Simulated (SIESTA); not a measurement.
An input for SIESTA 5.4.2 (Ir2Ru3):

File Ir2Ru3.fdf:

```
SystemName                      Ir2Ru3
SystemLabel                     Ir2Ru3
NumberOfSpecies                 2
NumberOfAtoms                   5
%block ChemicalSpeciesLabel
  1  44 Ru
  2  77 Ir
%endblock ChemicalSpeciesLabel

LatticeConstant                 1.0 Ang
%block LatticeVectors
     2.7249110840     0.0000000000     0.0000000000
    -1.3624555420     2.3598422218     0.0000000000
     0.0000000000     0.0000000000    23.6613952892
%endblock LatticeVectors
AtomicCoordinatesFormat         Fractional
%block AtomicCoordinatesAndAtomicSpecies
     0.6666666700     0.3333333400     0.3169720090  1  Ru
     0.0000000000     0.0000000000     0.4084860045  2  Ir
     0.6666666700     0.3333333400     0.5000000000  1  Ru
     0.0000000000     0.0000000000     0.5915139955  2  Ir
     0.6666666700     0.3333333400     0.6830279910  1  Ru
%endblock AtomicCoordinatesAndAtomicSpecies

%block kgrid.MonkhorstPack
   11   0   0  0.0
    0  11   0  0.0
    0   0   1  0.0
%endblock kgrid.MonkhorstPack
%block XC.Mix
  2
  MGGA LIBXC-00-MGGA_X_R2SCAN 1.0 0.0
  MGGA LIBXC-00-MGGA_C_R2SCAN 0.0 1.0
%endblock XC.Mix
PAO.BasisSize                   DZP
PAO.EnergyShift                 0.01 Ry
Mesh.Cutoff                     800 Ry
DFTU.ProjectorGenerationMethod  2
%block DFTU.Proj
  Ir 1
  n=5 2
  4.50 0.00
  2.3 0.15
  Ru 1
  n=4 2
  5.30 0.00
  2.3 0.15
%endblock DFTU.Proj
DFTU.PopTol                     1.0e-5
OccupationFunction              FD
ElectronicTemperature           0.05 eV
Slab.DipoleCorrection           vacuum
MaxSCFIterations                200
SCF.MustConverge                false
SCF.Mixer.Method                Pulay
SCF.Mixer.Weight                0.1
SCF.Mixer.History               10
SCF.DM.Tolerance                5.0e-05
SCF.H.Tolerance                 1.0e-03 eV
WriteForces                     true
Charge.Mulliken                 end
MD.TypeOfRun                    CG
MD.Steps                        40
MD.MaxForceTol                  0.01 eV/Ang
MD.MaxDispl                     0.1 Ang
WriteCoorStep                   true
AtomCoorFormatOut               Fractional
%block Geometry.Constraints
  atom [1 2]
%endblock Geometry.Constraints
```

Potentials or basis: PseudoDojo 0.4 standard (PBE files), DZP (energy shift 0.01 Ry).

The run is started by

```bash
$ siesta Ir2Ru3.fdf > Ir2Ru3.out 2>&1
```

Task: Does this run start?

Result: The run stopped without a result. It printed:

Ir2Ru3.out:

```text
Version         : 5.4.2

                           ***********************
                           *  WELCOME TO SIESTA  *
                           ***********************

 NOTE: Siesta V5 introduces some new defaults for basis-set generation
 NOTE: which might lead to slightly different numerical results.
 NOTE: Please see the manual for full details and compatibility measures.

reinit: Reading from file Ir2Ru3.fdf

reinit: -----------------------------------------------------------------------
reinit: System Name: Ir2Ru3
reinit: -----------------------------------------------------------------------
reinit: System Label: Ir2Ru3
reinit: -----------------------------------------------------------------------

xc:
xc: Exchange-correlation functional mix:
xc:
xc: Number     Functional     Authors     Weight(Ex)   Weight(Ec)
xc:    1   MGGA                  LIBXC-00-MGGA_X_R2SC   1.000        0.000
xc:    2   MGGA                  LIBXC-00-MGGA_C_R2SC   0.000        1.000
xc:
Unsupported Libxc family or functional
Stopping Program from Node:    0
Unsupported Libxc family or functional
Stopping Program from Node:    0

Program received signal SIGABRT: Process abort signal.

Backtrace for this error:
```
